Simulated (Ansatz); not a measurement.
**CH₇BO₃Si: one species, many methods**

The task here is to estimate one member of a computed series from the others.

The runs use Ansatz 0.2.0, Gaussian basis; functionals in def2-TZVPP, the program's frozen cores in correlated methods.

Plan: PBE-D4, r2SCAN-D4, PBE0-D4, B3LYP-D4, ωB97X-V, ωB97M-V, B2PLYP; CCSD(T)/def2-TZVPP; MP2/def2-QZVPP; extrapolation to the limit.

## The geometry

An earlier PBE0-D4 in a triple-zeta def2 set relaxation fixed the geometry.

13 atoms, charge 0, spin multiplicity 1.

Atoms are counted from 1 here; the program's logs count them from 0.

Bond lengths: C1–Si2 1.858 Å, C1–H7 1.094 Å, C1–H8 1.092 Å, C1–H9 1.093 Å, Si2–O3 1.658 Å, Si2–H10 1.487 Å, Si2–H11 1.485 Å, O3–B4 1.362 Å, B4–O5 1.367 Å, B4–O6 1.367 Å, O5–H12 0.960 Å, O6–H13 0.959 Å. Angles: Si2–C1–H7 110.3°, Si2–C1–H8 110.4°, Si2–C1–H9 111.1°, H7–C1–H8 108.4°, H7–C1–H9 108.1°, H8–C1–H9 108.6°, C1–Si2–O3 111.5°, C1–Si2–H10 110.7°, C1–Si2–H11 111.0°, O3–Si2–H10 109.3°, O3–Si2–H11 105.3°, H10–Si2–H11 108.9°, Si2–O3–B4 130.9°, O3–B4–O5 119.8°, O3–B4–O6 121.0°, O5–B4–O6 119.2°, B4–O5–H12 112.2°, B4–O6–H13 111.9°.

Geometry (Å):

```xyz
13
charge 0, multiplicity 1
C    -1.21650    0.75057   -1.40257
Si   -0.46796   -0.87438   -0.90236
O     0.88165   -0.65772    0.03560
B     1.03771   -0.05953    1.24888
O    -0.03538    0.52641    1.86046
O     2.25656   -0.03148    1.86786
H    -2.08681    0.58568   -2.04381
H    -1.53866    1.30812   -0.52060
H    -0.49847    1.36027   -1.95624
H    -1.45507   -1.70172   -0.15899
H    -0.00251   -1.63439   -2.09042
H     0.19456    0.90435    2.71208
H     2.93092   -0.47618    1.35014
```

Set-up of the first run:

in.yaml reads:

```yaml
crystal:
  periodic: [false, false, false]
  atoms:
    - {symbol: C, position_ang: [-1.216504, 0.750573, -1.402572]}
    - {symbol: Si, position_ang: [-0.467962, -0.874376, -0.902362]}
    - {symbol: O, position_ang: [0.881655, -0.657720, 0.035603]}
    - {symbol: B, position_ang: [1.037707, -0.059532, 1.248876]}
    - {symbol: O, position_ang: [-0.035383, 0.526413, 1.860457]}
    - {symbol: O, position_ang: [2.256562, -0.031480, 1.867856]}
    - {symbol: H, position_ang: [-2.086813, 0.585677, -2.043812]}
    - {symbol: H, position_ang: [-1.538662, 1.308120, -0.520597]}
    - {symbol: H, position_ang: [-0.498470, 1.360273, -1.956241]}
    - {symbol: H, position_ang: [-1.455073, -1.701723, -0.158995]}
    - {symbol: H, position_ang: [-0.002513, -1.634391, -2.090419]}
    - {symbol: H, position_ang: [0.194555, 0.904346, 2.712077]}
    - {symbol: H, position_ang: [2.930919, -0.476180, 1.350140]}
basis:
  gaussian: {orbitals: def2-TZVPP}
hamiltonian: {xc: pbe, dispersion: d4}
output: {forces: true, orbitals: {seedname: orbitals}}
```

Launch:

```
$ ansatz run in.yaml --threads 2 --pin off --events-out ev --progress --plain --max-ram 32768MiB --backend cuda --devices 0, --max-vram 18GiB
```

Steps of the session up to this table: PBE-D4 (GGA); r2SCAN-D4 (meta-GGA); PBE0-D4 (hybrid); B3LYP-D4 (hybrid); ωB97X-V (range-separated); ωB97M-V (range-separated); B2PLYP (double hybrid); CCSD(T) in def2-TZVPP; MP2 in def2-QZVPP.

One of the session's tables, all rows but one given; the rest of the session is left out.

| method | atomisation energy (kcal/mol) |
| --- | --- |
| PBE-D4 | 1286.1 |
| r2SCAN-D4 | 1275.4 |
| PBE0-D4 | 1264.0 |
| B3LYP-D4 | 1268.3 |
| ωB97X-V | 1272.1 |
| ωB97M-V | 1275.8 |
| B2PLYP | 1259.1 |
| HF/def2-TZVPP | ? |
| MP2/def2-TZVPP | 1268.6 |
| CCSD/def2-TZVPP | 1223.7 |
| CCSD(T)/def2-TZVPP | 1240.3 |
| MP2/CBS | 1301.4 |
| CCSD(T)/CBS | 1273.1 |

Q: Estimate the row for HF/def2-TZVPP from the others.

The run gave: atomisation energy (kcal/mol): 945.8. In the column «atomisation energy (kcal/mol)» it is the lowest.
